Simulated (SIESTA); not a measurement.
The system is In.

```xyz
4
Lattice="3.3638 0.0000 0.0000 -1.6819 2.9132 0.0000 0.0000 0.0000 10.7997" Properties=species:S:1:pos:R:3 pbc="T T T"
In    1.6819    0.9711    8.0998
In    0.0000    0.0000    5.3999
In    0.0000    1.9421    2.6999
In    0.0000    0.0000    0.0000
```

This isn't the form of In at room conditions, which is tetragonal.

* Program: SIESTA 5.4.2
* Task: single point
* Functional: PBEsol
* Potentials or basis: PseudoDojo 0.4 standard (PBEsol files)
* Basis: DZP (energy shift 0.003 Ry; two zetas on semicore shells)
* Grid cutoff: 500 Ry
* Energy shift: 0.003 Ry
* k mesh: 9 × 9 × 3
* Occupations: fermi-dirac, width 0.05 eV
* Spin: no spin polarisation

On this cell: pressure -1.0 GPa; largest force under 0.003 eV/Å; band gap on the k mesh none (metal or under the smearing width).

The same run follows on a disturbed copy (atoms moved at random, drawn with an rms of 0.05 Å):

```
CELL_PARAMETERS angstrom
3.36384 0.00000 0.00000
-1.68192 2.91317 0.00000
0.00000 0.00000 10.79971
ATOMIC_POSITIONS crystal
In 0.66343 0.34282 0.74986
In 0.99763 0.98141 0.49967
In 0.32634 0.66306 0.24601
In 0.99619 0.99124 0.99982
```

Question: What changes?

Answer: The energy (extrapolated to zero smearing) moves by +0.7 meV/atom; pressure -1.0 GPa; largest force 0.109 eV/Å; band gap on the k mesh none (metal or under the smearing width).

Forces in eV/Å, atoms in the order of the input:
```
In   0.005 -0.013  0.012
In  -0.005  0.010 -0.059
In   0.004 -0.005  0.109
In  -0.004  0.008 -0.062
```

Stress tensor (GPa, compression positive):
```
-1.40  0.01  0.01
 0.01 -1.25  0.00
 0.01  0.00 -0.27
```

Caveats: the basis of atomic orbitals isn't converged, which shifts pressures, moduli and gaps.
